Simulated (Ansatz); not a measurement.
**CH7AlO2Si: how energies converge with the basis set**

The task here is to estimate one member of a computed series from the others.

Method: one geometry, several basis sets; program: Ansatz 0.2.0, Gaussian basis.

Levels to be run: PBE0-D4/def2-SVP; ωB97M-V/def2-SVP; PBE0-D4/def2-QZVPP; ωB97M-V/def2-QZVPP; the functionals' def2-TZVPP values are taken from earlier runs.

### Structure used throughout

The geometry comes from an earlier relaxation with PBE0-D4 in a triple-zeta def2 set; it is a stationary point, not always the lowest conformer.

SMILES `C[SiH](O)[AlH][OH]`, 12 atoms, charge 0, spin multiplicity 1.

Atoms are counted from 1 here; the program's logs count them from 0.

Bond lengths: C1–Si2 1.874 Å, C1–H6 1.093 Å, C1–H7 1.093 Å, C1–H8 1.094 Å, Si2–O3 1.665 Å, Si2–Al4 2.469 Å, Si2–H9 1.491 Å, O3–H10 0.957 Å, Al4–O5 1.702 Å, Al4–H11 1.597 Å, O5–H12 0.956 Å. Angles: Si2–C1–H6 112.0°, Si2–C1–H7 110.5°, Si2–C1–H8 109.9°, H6–C1–H7 108.2°, H6–C1–H8 107.8°, H7–C1–H8 108.3°, C1–Si2–O3 111.5°, C1–Si2–Al4 111.9°, C1–Si2–H9 107.7°, O3–Si2–Al4 111.7°, O3–Si2–H9 103.8°, Al4–Si2–H9 109.8°, Si2–O3–H10 117.5°, Si2–Al4–O5 115.5°, Si2–Al4–H11 126.4°, O5–Al4–H11 118.1°, Al4–O5–H12 123.4°.

Coordinates:

```
C    -1.30284    0.82086    1.01702
Si    0.39790    0.78706    0.22959
O     1.59930    0.99848    1.36347
Al    0.75461   -1.25696   -1.10793
O    -0.36256   -1.51308   -2.36627
H    -1.45491   -0.01927    1.69922
H    -1.44651    1.74757    1.57884
H    -2.07253    0.76610    0.24145
H     0.51599    1.99007   -0.64386
H     1.87036    0.23176    1.86812
H     1.90319   -2.34452   -0.88764
H    -0.32512   -2.26328   -2.95800
```

The first run:

in.yaml reads:

```yaml
crystal:
  periodic: [false, false, false]
  atoms:
    - {symbol: C, position_ang: [-1.302839, 0.820857, 1.017018]}
    - {symbol: Si, position_ang: [0.397903, 0.787057, 0.229588]}
    - {symbol: O, position_ang: [1.599305, 0.998480, 1.363472]}
    - {symbol: Al, position_ang: [0.754610, -1.256962, -1.107931]}
    - {symbol: O, position_ang: [-0.362560, -1.513076, -2.366271]}
    - {symbol: H, position_ang: [-1.454909, -0.019269, 1.699216]}
    - {symbol: H, position_ang: [-1.446507, 1.747574, 1.578838]}
    - {symbol: H, position_ang: [-2.072531, 0.766102, 0.241448]}
    - {symbol: H, position_ang: [0.515994, 1.990071, -0.643861]}
    - {symbol: H, position_ang: [1.870363, 0.231763, 1.868121]}
    - {symbol: H, position_ang: [1.903193, -2.344518, -0.887639]}
    - {symbol: H, position_ang: [-0.325121, -2.263279, -2.957998]}
basis:
  gaussian: {orbitals: def2-SVP}
hamiltonian: {xc: pbe0, dispersion: d4}
output: {orbitals: {seedname: orbitals}}
```

Launch:

```bash
ansatz run in.yaml --threads 4 --pin off --events-out ev --progress --plain --max-ram 10444MiB
```

Steps of the session up to this table: PBE0-D4 in def2-SVP; ωB97M-V in def2-SVP; PBE0-D4 in def2-QZVPP; ωB97M-V in def2-QZVPP.

One table of the session follows, with a row left open; its other results are not shown here.

It belongs to the step «Functionals by basis». 

```
functional       basis  HOMO (eV)
   PBE0-D4    def2-SVP      -6.89
   PBE0-D4  def2-TZVPP      -6.99
   PBE0-D4  def2-QZVPP      -7.02
   ωB97M-V    def2-SVP      -8.88
   ωB97M-V  def2-TZVPP          ?
   ωB97M-V  def2-QZVPP      -9.04
```

**Question.** Estimate the row for ωB97M-V, def2-TZVPP.

The run gave: HOMO (eV): -9.01. In the column «HOMO (eV)» it lies between ωB97M-V, def2-QZVPP (-9.04) and ωB97M-V, def2-SVP (-8.88).
